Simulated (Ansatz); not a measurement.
Write a Python script for Ansatz 0.2.0, Python API that makes a single point of BC5, space group P3m1. Settings: PBE, PAW, the default cutoff (420 eV here), 10×10×4 k-points, Fermi-Dirac smearing of 0.1 eV, D3BJ dispersion.

Contents of `POSCAR`:
```text
BC5
1.0
   2.55155126    0.00000000    0.00000000
  -1.27577563    2.20970821    0.00000000
   0.00000000    0.00000000    6.39965700
B C
1 5
Direct
   0.33333333    0.66666667    0.00758600
   0.33333333    0.66666667    0.25951100
   0.66666667    0.33333333    0.33903300
   0.00000000    0.00000000    0.66456300
   0.66666667    0.33333333    0.58136400
   0.00000000    0.00000000    0.89894200
```

`scf_bc5.py`
```python
"""SCF run for BC5."""

from pathlib import Path
import warnings

import ansatz as az
from ase.io import read
import numpy as np


def main() -> None:
    warnings.simplefilter("ignore", az.DeckWarning)

    atoms = read("POSCAR", format="vasp")
    xtal = az.Crystal.from_ase(atoms)

    # settings of the run
    job = (
        xtal.calculation()
        .functional(az.Functional.PBE, dispersion="d3bj")
        .kpoints(spacing=0.29)
        .occupations("fermi_dirac", width=0.1)
        .populations()  # projection on atomic orbitals
        .density()  # keep the density on its grid
        .potential()  # keep the local potentials
        .electron_localization_function()
        .output_files(volumetric_format="npy")
    )
    out = job.run(threads=1, pin="off")
    report = out.report

    print(f"free energy      {report['free_energy_ev']:.5f} eV")
    print(f"per atom         {report['free_energy_ev'] / len(out.lattice.sites):.5f} eV")
    print(f"SCF iterations   {report['n_iterations']}  (converged: {report['converged']})")

    files = Path(out.write_results("tables"))
    print((files / "populations.tsv").read_text())

    print("doubts on the final state:", report["published_state_doubts"] or "none")
    print("warnings:", sorted({n["data"]["kind"] for n in out.notices if n["data"].get("severity") in ("warning", "doubt")}) or "none")

    folder = Path(out.write_results("fields"))
    print("densities in e/A^3, potentials in eV, ELF without unit")
    for name in sorted(p.name for p in folder.glob("*.npy")):
        field = np.load(folder / name)
        print(f"{name:16s} {str(field.shape):16s} min {field.min():10.4f}  mean {field.mean():10.4f}  max {field.max():10.4f}")


if __name__ == "__main__":
    main()
```

```console
$ python scf_bc5.py
free energy      -1410.24639 eV
per atom         -235.04107 eV
SCF iterations   7  (converged: True)
# site	symbol	l	j	q
# orbitals = lowdin
# n_electrons = 23.000000
# spilling = 0.003674
0	B	0_2S	-	0.683544
0	B	1_2P	-	2.223285
1	C	0_2S	-	0.960548
1	C	1_2P	-	3.103958
2	C	0_2S	-	0.955112
2	C	1_2P	-	2.995873
3	C	0_2S	-	0.951518
3	C	1_2P	-	3.007681
4	C	0_2S	-	0.973187
4	C	1_2P	-	2.978491
5	C	0_2S	-	0.986510
5	C	1_2P	-	3.095791

doubts on the final state: none
warnings: none
densities in e/A^3, potentials in eV, ELF without unit
elf.npy          (18, 18, 45)     min     0.0003  mean     0.4334  max     0.9642
rho.npy          (18, 18, 45)     min     0.0824  mean     0.6374  max     2.0374
v_es.npy         (18, 18, 45)     min   -83.2732  mean     1.9347  max    14.4753
v_tot.npy        (18, 18, 45)     min  -104.2367  mean   -10.9478  max     7.5906
```

Reading the output:
- Absolute energies stand on the zero of these potentials, so only differences at equal settings mean something.
- Dispersion corrections can be off by several per cent in the lattices of metals, and by several GPa in the pressure at a fixed cell.
- For a metal this k-point mesh is coarse: on a finer one energies can move by several to tens of meV an atom and pressures by half a GPa or more, differences at one mesh by less.
- The fields are valence quantities on the plane-wave grid; their values near the nuclei depend on the potentials.
- This cell is a computed structure, which may not be the phase found in nature.
- Run time: 5.3 s on 1 thread of Arm Neoverse V1, with other jobs on the host, peak memory 0.43 GiB.

(Lines on the test bed's own set-up are left out of the output.)
